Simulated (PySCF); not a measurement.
**CH3AlBrFO (SMILES C[O][Al]([F])[Br]) at 5 levels**

Aim: a comparison of 5 runs (HF/3-21G, B3LYP/6-31G*, B3LYP/6-31G**, PBE0/def2-SVP, SVWN5/def2-SVPD) of CH3AlBrFO. Input form: a Python script.

The calculation is run with PySCF 2.14.0.

### 1 The molecule

CH3AlBrFO: 8 atoms, total charge 0, spin state singlet. SMILES: `C[O][Al]([F])[Br]`. The shape is that of a PBE0-D4/def2-TZVP optimisation. This is one conformer, not always the lowest.

Bond lengths: C1–O2 1.402 Å, O2–Al3 1.663 Å, Al3–F4 1.635 Å, Al3–Br5 2.233 Å, C1–H6 1.096 Å, C1–H7 1.094 Å, C1–H8 1.094 Å. Angles: C1–O2–Al3 136.3°, O2–Al3–F4 119.1°, O2–Al3–Br5 121.9°, F4–Al3–Br5 119.0°, O2–C1–H6 112.4°, O2–C1–H7 109.7°, O2–C1–H8 109.7°, H6–C1–H7 108.4°, H6–C1–H8 108.4°, H7–C1–H8 108.2°.

### 2 Energy and gradient at HF/3-21G (run 1)

File input.py:

```python
# C[O][Al]([F])[Br]
import pyscf.grad
from pyscf import gto, scf

mol = gto.M(
    atom='''
C      0.486400    -0.149200     1.207600
O     -0.272100    -0.619600     0.127000
Al    -0.662100    -0.076700    -1.395800
F     -1.618000    -0.999800    -2.348500
Br     0.082600     1.878400    -2.177400
H      0.945800     0.824000     1.002200
H      1.281200    -0.864000     1.438700
H     -0.151600    -0.050200     2.090400
''',
    charge=0,
    max_memory=1860,
    verbose=4,
    basis='3-21g',
)

hf = scf.RHF(mol)
hf.conv_tol = 1e-10
hf.kernel()
if not hf.converged:
    hf = hf.newton().run(hf.mo_coeff, hf.mo_occ)

etot = hf.e_tot
print('Final energy', etot)
grad = hf.Gradients().kernel()
hf.analyze()
```

Command:

```sh
$ OMP_NUM_THREADS=1 python input.py
```

Standard output:

```text
PySCF version 2.14.0

[... 81 lines left out ...]
Two-electron Energy =                 1576.007283131263648
[... 8 lines left out ...]
MO #5   energy= -57.9700545847015  occ= 2
[... 6 lines left out ...]
MO #12  energy= -7.35192079623359  occ= 2
[... 6 lines left out ...]
MO #19  energy= -3.08426543656535  occ= 2
[... 6 lines left out ...]
MO #26  energy= -0.935269113636953 occ= 2
[... 6 lines left out ...]
MO #33  energy= -0.504989811138114 occ= 2
[... 6 lines left out ...]
MO #40  energy= 0.200119668852712  occ= 0
[... 6 lines left out ...]
MO #47  energy= 0.395251353916446  occ= 0
[... 6 lines left out ...]
MO #54  energy= 0.972686887492391  occ= 0
[... 6 lines left out ...]
MO #61  energy= 1.88929710237165   occ= 0
[... 6 lines left out ...]
MO #68  energy= 3.74056951742034   occ= 0
[... 40 lines left out ...]
pop of  3 F 3py           0.00134
pop of  3 F 3pz           0.00131
pop of  4 Br 1s           2.00000
pop of  4 Br 2s           1.99991
pop of  4 Br 3s           1.99946
pop of  4 Br 4s           1.87145
pop of  4 Br 5s           0.00775
pop of  4 Br 2px          1.99998
pop of  4 Br 2py          1.99998
pop of  4 Br 2pz          1.99998
pop of  4 Br 3px          1.99983
pop of  4 Br 3py          1.99978
pop of  4 Br 3pz          1.99984
pop of  4 Br 4px          1.87055
pop of  4 Br 4py          1.65595
pop of  4 Br 4pz          1.87586
pop of  4 Br 5px          0.00127
pop of  4 Br 5py          0.00118
pop of  4 Br 5pz          0.00092
pop of  4 Br 3dxy         1.99979
pop of  4 Br 3dyz         1.99977
pop of  4 Br 3dz^2        1.99990
pop of  4 Br 3dxz         1.99996
pop of  4 Br 3dx2-y2      1.99977
pop of  5 H 1s            0.91706
pop of  5 H 2s            0.00926
pop of  6 H 1s            0.89756
pop of  6 H 2s            0.01030
pop of  7 H 1s            0.89770
pop of  7 H 2s            0.01029
 ** Mulliken atomic charges  **
charge of    0C =     -0.00453
charge of    1O =     -0.64987
charge of    2Al =      1.17375
charge of    3F =     -0.49429
charge of    4Br =     -0.28288
charge of    5H =      0.07368
charge of    6H =      0.09213
charge of    7H =      0.09201
Dipole moment(X, Y, Z, Debye):  1.20847,  0.34401,  2.21985
```

It took 3.3 s on 1 thread of Intel Xeon at 2.70GHz, shared host; peak memory 0.14 GiB.

### 3 Energy and forces at B3LYP/6-31G(d) (spherical functions) (run 2)

File geometry.xyz:

```xyz
8

C      0.486400    -0.149200     1.207600
O     -0.272100    -0.619600     0.127000
Al    -0.662100    -0.076700    -1.395800
F     -1.618000    -0.999800    -2.348500
Br     0.082600     1.878400    -2.177400
H      0.945800     0.824000     1.002200
H      1.281200    -0.864000     1.438700
H     -0.151600    -0.050200     2.090400
```

File input.py:

```python
from pyscf import gto, dft

mol = gto.Mole()
mol.atom = 'geometry.xyz'
mol.verbose = 4
mol.max_memory = 1860
mol.basis = '6-31g*'
mol.charge = 0
mol.build()

mf = dft.RKS(mol)
mf.xc = 'b3lyp'
mf.conv_tol = 1e-10
mf.grids.level = 5
mf.kernel()
if not mf.converged:
    mf = mf.newton().run(mf.mo_coeff, mf.mo_occ)

etot = mf.e_tot
print('E = %.10f Eh' % etot)
grad = mf.nuc_grad_method().kernel()
dip = mf.dip_moment()
pop, q = mf.mulliken_pop()
```

Command:

```sh
$ OMP_NUM_THREADS=1 python input.py
```

Standard output:

```text
PySCF version 2.14.0

[... 78 lines left out ...]
converged SCF energy = -3031.46192607214
[... 13 lines left out ...]
Dipole moment(X, Y, Z, Debye):  0.99774,  0.31572,  1.79385
[... 68 lines left out ...]
pop of  4 Br 2pz          1.99977
pop of  4 Br 3px          1.99560
pop of  4 Br 3py          1.99472
pop of  4 Br 3pz          1.99565
pop of  4 Br 4px          1.32169
pop of  4 Br 4py          1.21027
pop of  4 Br 4pz          1.33690
pop of  4 Br 5px          0.54274
pop of  4 Br 5py          0.37322
pop of  4 Br 5pz          0.53788
pop of  4 Br 3dxy         1.38889
pop of  4 Br 3dyz         1.38895
pop of  4 Br 3dz^2        1.38939
pop of  4 Br 3dxz         1.38959
pop of  4 Br 3dx2-y2      1.38891
pop of  4 Br 4dxy         0.58379
pop of  4 Br 4dyz         0.58371
pop of  4 Br 4dz^2        0.58360
pop of  4 Br 4dxz         0.58355
pop of  4 Br 4dx2-y2      0.58374
pop of  4 Br 5dxy         0.03150
pop of  4 Br 5dyz         0.03183
pop of  4 Br 5dz^2        0.02915
pop of  4 Br 5dxz         0.02800
pop of  4 Br 5dx2-y2      0.03205
pop of  5 H 1s            0.53490
pop of  5 H 2s            0.31784
pop of  6 H 1s            0.53437
pop of  6 H 2s            0.31228
pop of  7 H 1s            0.53436
pop of  7 H 2s            0.31235
 ** Mulliken atomic charges  **
charge of    0C =     -0.18478
charge of    1O =     -0.55941
charge of    2Al =      0.97780
charge of    3F =     -0.43657
charge of    4Br =     -0.25092
charge of    5H =      0.14726
charge of    6H =      0.15334
charge of    7H =      0.15329
```

Wall time 58 s (1 thread of Intel Xeon at 2.70GHz, shared host); peak memory 0.97 GiB.

Run 3 isn't shown in full; the table further down has it.

### 4 Energy and gradient at PBE0/def2-SVP (run 4)

File start.xyz:

```xyz
8
CH3AlBrFO
C      0.486400    -0.149200     1.207600
O     -0.272100    -0.619600     0.127000
Al    -0.662100    -0.076700    -1.395800
F     -1.618000    -0.999800    -2.348500
Br     0.082600     1.878400    -2.177400
H      0.945800     0.824000     1.002200
H      1.281200    -0.864000     1.438700
H     -0.151600    -0.050200     2.090400
```

File input.py:

```python
from pyscf import gto, dft

molecule = gto.M(
    atom='start.xyz',
    basis='def2-svp',
    max_memory=1860,
    verbose=3,
)

calc0 = dft.RKS(molecule, xc='pbe0')
calc0.conv_tol = 1e-10
calc0.grids.level = 5
calc0.kernel()
if not calc0.converged:
    calc0 = calc0.newton().run(calc0.mo_coeff, calc0.mo_occ)

etot = calc0.e_tot
print('Final energy', etot)
grad = calc0.nuc_grad_method().kernel()
dip = calc0.dip_moment()
pop, q = calc0.mulliken_pop()
```

Command:

```sh
$ OMP_NUM_THREADS=1 python input.py
```

Standard output:

```text
converged SCF energy = -3030.55621072614
Final energy -3030.5562107261403
[... 8 lines left out ...]
Dipole moment(X, Y, Z, Debye):  1.09066,  0.52917,  1.73414
[... 77 lines left out ...]
pop of  4 Br 5pz          1.05479
pop of  4 Br 3dxy         1.63929
pop of  4 Br 3dyz         1.63934
pop of  4 Br 3dz^2        1.63977
pop of  4 Br 3dxz         1.63997
pop of  4 Br 3dx2-y2      1.63931
pop of  4 Br 4dxy         0.34892
pop of  4 Br 4dyz         0.34888
pop of  4 Br 4dz^2        0.34848
pop of  4 Br 4dxz         0.34830
pop of  4 Br 4dx2-y2      0.34893
pop of  4 Br 5dxy         0.01656
pop of  4 Br 5dyz         0.01681
pop of  4 Br 5dz^2        0.01424
pop of  4 Br 5dxz         0.01309
pop of  4 Br 5dx2-y2      0.01703
pop of  5 H 1s            0.75114
pop of  5 H 2s            0.19480
pop of  5 H 2px           0.00661
pop of  5 H 2py           0.01315
pop of  5 H 2pz           0.00378
pop of  6 H 1s            0.75038
pop of  6 H 2s            0.18417
pop of  6 H 2px           0.00990
pop of  6 H 2py           0.00910
pop of  6 H 2pz           0.00384
pop of  7 H 1s            0.75036
pop of  7 H 2s            0.18420
pop of  7 H 2px           0.00748
pop of  7 H 2py           0.00523
pop of  7 H 2pz           0.01012
 ** Mulliken atomic charges  **
charge of    0C =      0.15124
charge of    1O =     -0.55093
charge of    2Al =      0.97898
charge of    3F =     -0.39050
charge of    4Br =     -0.30454
charge of    5H =      0.03053
charge of    6H =      0.04262
charge of    7H =      0.04261
```

Wall time 49 s (1 thread of Intel Xeon at 2.70GHz, shared host); peak memory 1.1 GiB.

### 5 Energy and forces at SVWN5/def2-SVPD (run 5)

File job.py:

```python
import pyscf.grad
from pyscf import gto, dft

mol = gto.M(
    atom=[
    ('C', (0.486400, -0.149200, 1.207600)),
    ('O', (-0.272100, -0.619600, 0.127000)),
    ('Al', (-0.662100, -0.076700, -1.395800)),
    ('F', (-1.618000, -0.999800, -2.348500)),
    ('Br', (0.082600, 1.878400, -2.177400)),
    ('H', (0.945800, 0.824000, 1.002200)),
    ('H', (1.281200, -0.864000, 1.438700)),
    ('H', (-0.151600, -0.050200, 2.090400)),
],
    basis='def2-svpd',
    verbose=3,
    max_memory=1860,
)

ks = dft.RKS(mol, xc='svwn')
ks.conv_tol = 1e-10
ks.grids.level = 5
ks.kernel()
if not ks.converged:
    ks = ks.newton().run(ks.mo_coeff, ks.mo_occ)

energy = ks.e_tot
print(f'total energy: {energy:.8f} hartree')
grad = ks.Gradients().kernel()
ks.analyze()
```

Command:

```sh
$ OMP_NUM_THREADS=1 python job.py
```

Standard output:

```text
converged SCF energy = -3025.08244403502
[... 21 lines left out ...]
MO #12  energy= -6.28029629992586  occ= 2
[... 12 lines left out ...]
MO #25  energy= -0.724133499443953 occ= 2
[... 12 lines left out ...]
MO #38  energy= -0.0826127878492096 occ= 0
[... 12 lines left out ...]
MO #51  energy= 0.10912384232762   occ= 0
[... 12 lines left out ...]
MO #64  energy= 0.237850389563592  occ= 0
[... 12 lines left out ...]
MO #77  energy= 0.345751363793371  occ= 0
[... 12 lines left out ...]
MO #90  energy= 0.513480966407413  occ= 0
[... 12 lines left out ...]
MO #103 energy= 0.779514703195215  occ= 0
[... 12 lines left out ...]
MO #116 energy= 1.03071036481569   occ= 0
[... 12 lines left out ...]
MO #129 energy= 1.8542203088364    occ= 0
[... 12 lines left out ...]
MO #142 energy= 2.93508782523127   occ= 0
[... 12 lines left out ...]
MO #155 energy= 3.58718160114186   occ= 0
[... 9 lines left out ...]
Dipole moment(X, Y, Z, Debye):  1.13966,  0.62680,  1.72116
```

Run time: 66 s. Hardware: 1 thread of Intel Xeon at 2.70GHz, shared host; peak memory 1.2 GiB.

### 6 The series

```tsv
run	level	integration grid	energy (Eh)	dipole moment (D)	HOMO energy (eV)	LUMO energy (eV)	wall time
1	HF/3-21G	–	-3013.579227	2.55	-11.68	2.47	3.3 s
2	B3LYP/6-31G* (spherical functions)	5	-3031.461926	2.08	-8.22	-1.16	58 s
3	B3LYP/6-31G** (spherical functions)	5	-3031.465829	2.07	-8.22	-1.17	53 s
4	PBE0/def2-SVP	5	-3030.556211	2.12	-8.54	-0.81	49 s
5	SVWN5/def2-SVPD	5	-3025.082444	2.16	-7.38	-2.25	66 s
```

### 7 Outcome

| quantity | value |
| --- | --- |
| run 5: total energy | -3025.08244 Eh |
| run 5: dipole moment | 2.16 D |
| run 5: HOMO energy | -7.38 eV |
| run 5: LUMO energy | -2.25 eV |
| run 5: HOMO–LUMO gap | 5.14 eV |
| run 5: largest force on an atom | 0.835 eV/Å |

The dipole moment (its size) runs from 2.07 D (B3LYP/6-31G**) to 2.55 D (HF/3-21G). The two ends differ in method and basis. The HOMO–LUMO gap runs from 5.14 eV (SVWN5/def2-SVPD) to 14.15 eV (HF/3-21G). Totals of different functionals can't be ranked against each other. All runs together took 3.8 min, the longest 66 s.
